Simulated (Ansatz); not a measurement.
# Sb: the cost of one run

Computed with Ansatz 0.2.0 (DFT PBEsol, scalar-relativistic, unless a step's input says otherwise).

## (1) The structure to begin with

The structure is cubic, space group Fm-3m (No. 225). The conventional cell has a = 4.610 Å, b = 4.610 Å, c = 4.610 Å, α = 90.00°, β = 90.00°, γ = 90.00°. Sb (site symmetry m-3m) is surrounded by 12 Sb at 3.26 Å.

As a file:

```xyz
1
Lattice="0.0000 2.3050 2.3050 2.3050 0.0000 2.3050 2.3050 2.3050 0.0000" Properties=species:S:1:pos:R:3 pbc="T T T"
Sb    0.0000    0.0000    0.0000
```

## (2) The deformed structure

Space group Fm-3m before, I4/mmm after.

## (3) LAPW, all electrons

Contents of input.yaml:

```yaml
crystal:
  lattice:
    - [0.0, 2.23585, 2.305]
    - [2.23585, 0.0, 2.305]
    - [2.23585, 2.23585, 0.0]
  atoms:
    - { symbol: Sb, position: [0.0, 0.0, 0.0] }
kpoints:
  mp_grid: { grid: [12, 12, 12] }
  band_path:
    path:
      - [0.0, 0.0, 0.0]
      - [0.0, 0.5, 0.5]
      - [0.25, 0.75, 0.5]
      - [0.0, 0.5, 0.0]
      - [0.0, 0.0, 0.0]
      - [0.5, 0.5, 0.0]
      - [0.3676125, 0.6323875, 0.0]
      - [-0.3676125, 0.3676125, 0.0]
      - [0.0, 0.0, 0.0]
    npoints: 5
scf:
  occupations: { method: fermi_dirac, width: 0.05 }
hamiltonian:
  xc: pbesol
  pseudopotentials: { kind: all_electron, lapw: { basis_error: 0.001 } }
output:
  forces: true
  stress: true
  eigenvalues: true
```

Run with:

```bash
> ansatz run input.yaml --threads 1 --pin off --max-ram 3072MiB --backend cpu --events-out ev --progress --plain --runs-dir out
```

Q: Estimate wall time and peak memory on 1 thread of Arm Neoverse V2, shared host.

About 9.4 s, with a peak of 0.31 GiB.
